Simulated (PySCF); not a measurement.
# WO3 (tungsten trioxide): levels of theory compared

Wanted: a comparison of 6 runs (B3LYP/def2-SVPD, CAM-B3LYP/def2-SVPD, PBE/def2-SVPD, PBE0/def2-SVPD, TPSS/def2-SVPD, revPBE/def2-SVPD) of WO3 (tungsten trioxide). 

Program for the calculation: PySCF 2.14.0.

1 further run of the same task is left out (set aside as unsound or not needed).

**1. Starting point**

The species is WO3 (4 atoms), meant as a singlet with charge 0. SMILES: `[O]=[W](=[O])=[O]`. One bond was lengthened or shortened from a relaxed shape.

Bond lengths: O1–W2 1.716 Å, W2–O3 2.230 Å, W2–O4 1.716 Å. Angles: O1–W2–O3 107.5°, O1–W2–O4 107.5°, O3–W2–O4 107.5°.

**2. The energy at B3LYP/def2-SVPD (core potential) (run 1)**

The input, run.py:

```python
from pyscf import gto, dft

mol = gto.Mole()
mol.atom = '''
O       -0.668958       0.523097       1.665617
W       -0.797858      -0.025803       0.045417
O        1.071700      -1.143300      -0.433900
O       -0.843658       1.359397      -0.965683
'''
mol.max_memory = 1860
mol.spin = 0
mol.basis = 'def2-svpd'
mol.charge = 0
mol.verbose = 3
mol.ecp = {'W': 'def2-svp'}
mol.build()

ks = dft.RKS(mol)
ks.xc = 'b3lyp'
ks.grids.level = 5
ks.conv_tol = 1e-10
ks.kernel()
if not ks.converged:
    ks = ks.newton().run(ks.mo_coeff, ks.mo_occ)

e_final = ks.e_tot
print('Final energy', e_final)
```

The run is started by

```sh
$ OMP_NUM_THREADS=1 python run.py
```

Output:

```text
converged SCF energy = -292.591466000114
Final energy -292.59146600011434
```

Run time: 26 s. Hardware: 1 thread of Intel Xeon at 2.70GHz, shared host; peak memory 0.53 GiB.

**3. The energy at CAM-B3LYP/def2-SVPD (core potential) (run 2)**

The input, run.py:

```python
from pyscf import gto, dft

mol = gto.M(
    atom='O -0.668958 0.523097 1.665617; W -0.797858 -0.025803 0.045417; O 1.071700 -1.143300 -0.433900; O -0.843658 1.359397 -0.965683',
    ecp={'W': 'def2-svp'},
    max_memory=1860,
    verbose=3,
    basis='def2-svpd',
)

mf = dft.RKS(mol, xc='cam-b3lyp')
mf.grids.level = 5
mf.conv_tol = 1e-10
mf.kernel()
if not mf.converged:
    mf = mf.newton().run(mf.mo_coeff, mf.mo_occ)

e_final = mf.e_tot
print('E = %.10f Eh' % e_final)
```

The run is started by

```sh
$ OMP_NUM_THREADS=1 python run.py
```

Output:

```text
converged SCF energy = -292.423788273306
E = -292.4237882733 Eh
```

Run time: 38 s. Hardware: 1 thread of Intel Xeon at 2.70GHz, shared host; peak memory 0.53 GiB.

Runs 3 to 5 aren't shown in full; the table further down has their settings and results.

**4. The energy at revPBE/def2-SVPD (core potential) (run 6)**

The input, calc.py:

```python
from pyscf import gto, dft

system = gto.Mole()
system.atom = '''
O     -0.668958     0.523097     1.665617
W     -0.797858    -0.025803     0.045417
O      1.071700    -1.143300    -0.433900
O     -0.843658     1.359397    -0.965683
'''
system.spin = 0
system.verbose = 3
system.basis = 'def2-svpd'
system.max_memory = 1860
system.ecp = {'W': 'def2-svp'}
system.build()

ks = dft.RKS(system)
ks.xc = 'revpbe'
ks.grids.level = 5
ks.conv_tol = 1e-10
ks.kernel()
if not ks.converged:
    ks = ks.newton().run(ks.mo_coeff, ks.mo_occ)

etot = ks.e_tot
print('E = %.10f Eh' % etot)
```

The run is started by

```sh
$ OMP_NUM_THREADS=1 python calc.py
```

Output:

```text
converged SCF energy = -292.622444976378
E = -292.6224449764 Eh
```

Wall time 21 s (1 thread of Intel Xeon at 2.70GHz, shared host); peak memory 0.53 GiB.

**5. The series**

| run | level | energy (Eh) | dipole moment (D) | HOMO energy (eV) | LUMO energy (eV) | wall time |
| --- | --- | --- | --- | --- | --- | --- |
| 1 | B3LYP/def2-SVPD (core potential) | -292.591466 | 5.92 | -7.80 | -5.77 | 26 s |
| 2 | CAM-B3LYP/def2-SVPD (core potential) | -292.423788 | 6.28 | -9.46 | -4.66 | 38 s |
| 3 | PBE/def2-SVPD (core potential) | -292.431351 | 5.56 | -6.43 | -6.07 | 23 s |
| 4 | PBE0/def2-SVPD (core potential) | -292.305103 | 6.06 | -8.00 | -5.48 | 24 s |
| 5 | TPSS/def2-SVPD (core potential) | -292.639775 | 5.70 | -6.50 | -5.93 | 33 s |
| 6 | revPBE/def2-SVPD (core potential) | -292.622445 | 5.58 | -6.35 | -5.96 | 21 s |

**6. Summary of results**

| quantity | value |
| --- | --- |
| run 6: total energy | -292.62244 Eh |
| run 6: dipole moment | 5.58 D |
| run 6: HOMO energy | -6.35 eV |
| run 6: LUMO energy | -5.96 eV |
| run 6: HOMO–LUMO gap | 0.39 eV |

**Reading.** The dipole moment (its size) runs from 5.56 D (PBE/def2-SVPD) to 6.28 D (CAM-B3LYP/def2-SVPD). The HOMO–LUMO gap runs from 0.36 eV (PBE/def2-SVPD) to 4.80 eV (CAM-B3LYP/def2-SVPD). Totals of different functionals can't be ranked against each other. All runs together took 2.8 min, the longest 38 s.
